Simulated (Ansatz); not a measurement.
# Cu: the cost of one run

All numbers are computed with Ansatz 0.2.0, driven from Python. The levels of theory stand in the script.

## Step 1: The structure

It takes space group P-3m1 (No. 164, trigonal). The conventional cell has a = 2.504 Å, b = 2.504 Å, c = 24.576 Å, α = 90.00°, β = 90.00°, γ = 120.00°. Cu (site symmetry 3m) has 12 Cu at 2.50 to 2.52 Å as nearest neighbours. Cu (site symmetry 3m) has 9 Cu at 2.50 to 2.52 Å as nearest neighbours.

No structure file is read: the coordinates are typed or built in the script.

## Step 2: The code

The input, run_xc.py:

```python
# -*- coding: utf-8 -*-
'''One structure of Cu under several functionals.'''

from dataclasses import dataclass
import csv
import warnings

import ansatz as az


@dataclass(frozen=True)
class RunConfig:
    cutoff: int = 550
    mesh: tuple[int, ...] = (12, 12, 1)
    smearing: str = 'Fermi-Dirac'


cfg = RunConfig()

warnings.simplefilter('ignore', az.DeckWarning)

cell = (
    az.Lattice.from_parameters(2.503658, 2.503658, 24.575589, alpha=90, beta=90, gamma=120)
    .space_group(164)
    .atom('Cu', (0.0, 0.0, 0.373764))
    .atom('Cu', (2 / 3, 1 / 3, 0.289614))
    .atom('Cu', (1 / 3, 2 / 3, 0.457991))
)

model = (
    cell.calculation()
    .basis(cfg.cutoff)
    .kpoints(*cfg.mesh, center='gamma')
    .occupations(cfg.smearing)
    .stress()
)

rows = []
for value in ['blyp', 'lda', 'pbesol']:
    summary = model.functional(value).run(threads=1, backend='cpu').report
    rows.append((value, summary['free_energy_ev'] / len(summary['lattice']['sites']), summary['n_iterations'], sum(summary['stress_gpa'][i][i] for i in range(3)) / 3, summary['n_kpoints']))

with open('xc.csv', 'w', newline='') as handle:
    writer = csv.writer(handle)
    writer.writerow(['functional', 'F/atom (eV)', 'iterations', 'P (GPa)', 'k-points'])
    writer.writerows([round(v, 5) if isinstance(v, float) else v for v in row] for row in rows)
print(open('xc.csv').read())
```

## Step 3: What the engine is handed

The package turns the script's settings into the engine's input (first run):

```yaml
crystal:
  lattice:
    a: 2.503658
    b: 2.503658
    c: 24.575589
    alpha: 90.0
    beta: 90.0
    gamma: 120.0
  space_group: 164
  atoms:
    - { symbol: Cu, position: [0.0, 0.0, 0.373764] }
    - { symbol: Cu, position: [0.6666666666666666, 0.3333333333333333, 0.289614] }
    - { symbol: Cu, position: [0.3333333333333333, 0.6666666666666666, 0.457991] }
basis:
  ecutwfc: 550.0
kpoints:
  mp_grid:
    grid: [12, 12, 1]
    shift: [0.0, 0.0, 0.0]
hamiltonian:
  xc: blyp
scf:
  occupations:
    method: fermi_dirac
output:
  stress: true
```

## Step 4: The run

Command:

```
$ python run_xc.py
```

**Question.** How long does this script take on 1 thread of Arm Neoverse V1, shared host, and how much memory does it need?

About 45 s, with a peak of 0.55 GiB.
